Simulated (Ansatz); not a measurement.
**CH5BFNO: a ladder of functionals and wavefunction methods**

An exercise on one series of results from a longer session: the logs are not shown, and one member is left open.

Method: functionals in def2-TZVPP, the program's frozen cores in correlated methods; program: Ansatz 0.2.0, Gaussian basis.

The runs, in order: PBE-D4, r2SCAN-D4, PBE0-D4, B3LYP-D4, ωB97X-V, ωB97M-V, B2PLYP; CCSD(T)/def2-TZVPP; MP2/def2-QZVPP; extrapolation to the limit.

### Structure used throughout

The geometry comes from an earlier relaxation with PBE0-D4 in a triple-zeta def2 set; it is a stationary point, not always the lowest conformer.

10 atoms, charge 0, spin multiplicity 1.

Atoms are counted from 1 here; the program's logs count them from 0.

Bond lengths: N1–B2 1.391 Å, N1–H6 1.003 Å, N1–H7 1.006 Å, B2–O3 1.378 Å, B2–H8 1.199 Å, O3–C4 1.372 Å, C4–F5 1.375 Å, C4–H9 1.096 Å, C4–H10 1.092 Å. Angles: B2–N1–H6 122.6°, B2–N1–H7 122.7°, H6–N1–H7 114.7°, N1–B2–O3 118.4°, N1–B2–H8 121.1°, O3–B2–H8 120.4°, B2–O3–C4 120.1°, O3–C4–F5 109.9°, O3–C4–H9 111.9°, O3–C4–H10 108.8°, F5–C4–H9 107.1°, F5–C4–H10 107.4°, H9–C4–H10 111.7°.

The first run:

in.yaml

```yaml
crystal:
  periodic: [false, false, false]
  atoms:
    - {symbol: N, position_ang: [-1.678812, -0.950625, -0.488643]}
    - {symbol: B, position_ang: [-0.487319, -0.561320, 0.115057]}
    - {symbol: O, position_ang: [0.061961, 0.652347, -0.238847]}
    - {symbol: C, position_ang: [1.294129, 1.016548, 0.243503]}
    - {symbol: F, position_ang: [2.279807, 0.563116, -0.600778]}
    - {symbol: H, position_ang: [-2.140651, -1.812581, -0.266004]}
    - {symbol: H, position_ang: [-2.136460, -0.398437, -1.193929]}
    - {symbol: H, position_ang: [0.044081, -1.250416, 0.940126]}
    - {symbol: H, position_ang: [1.490549, 0.583099, 1.230492]}
    - {symbol: H, position_ang: [1.355916, 2.106968, 0.261923]}
basis:
  gaussian: {orbitals: def2-TZVPP}
hamiltonian: {xc: pbe, dispersion: d4}
output: {forces: true, orbitals: {seedname: orbitals}}
```

The run is started by

```sh
$ ansatz run in.yaml --threads 4 --pin off --events-out ev --progress --plain --max-ram 10444MiB
```

Steps of the session up to this table: PBE-D4 (GGA); r2SCAN-D4 (meta-GGA); PBE0-D4 (hybrid); B3LYP-D4 (hybrid); ωB97X-V (range-separated); ωB97M-V (range-separated); B2PLYP (double hybrid); CCSD(T) in def2-TZVPP; MP2 in def2-QZVPP.

One table of the session follows, with a row left open; its other results are not shown here.

It belongs to the step «Atomisation energies». 

| method | atomisation energy (kJ/mol) |
| --- | --- |
| PBE-D4 | 4064.2 |
| r2SCAN-D4 | 3964.5 |
| PBE0-D4 | 3963.1 |
| B3LYP-D4 | 3967.5 |
| ωB97X-V | 3965.7 |
| ωB97M-V | 3976.8 |
| B2PLYP | 3928.4 |
| HF/def2-TZVPP | 2834.0 |
| MP2/def2-TZVPP | 3935.6 |
| CCSD/def2-TZVPP | 3780.1 |
| CCSD(T)/def2-TZVPP | 3840.8 |
| MP2/CBS | 4041.8 |
| CCSD(T)/CBS | ? |

Estimate the missing values for CCSD(T)/CBS.

The run gave: atomisation energy (kJ/mol): 3947.0. In the column «atomisation energy (kJ/mol)» it lies between MP2/def2-TZVPP (3935.6) and PBE0-D4 (3963.1).

Caveats from the session: Free atoms (1 N, 1 B, 1 O, 1 C, 1 F, 5 H) were run apart at each level; the atomisation energy is their sum less the molecule, without zero-point or spin-orbit terms.
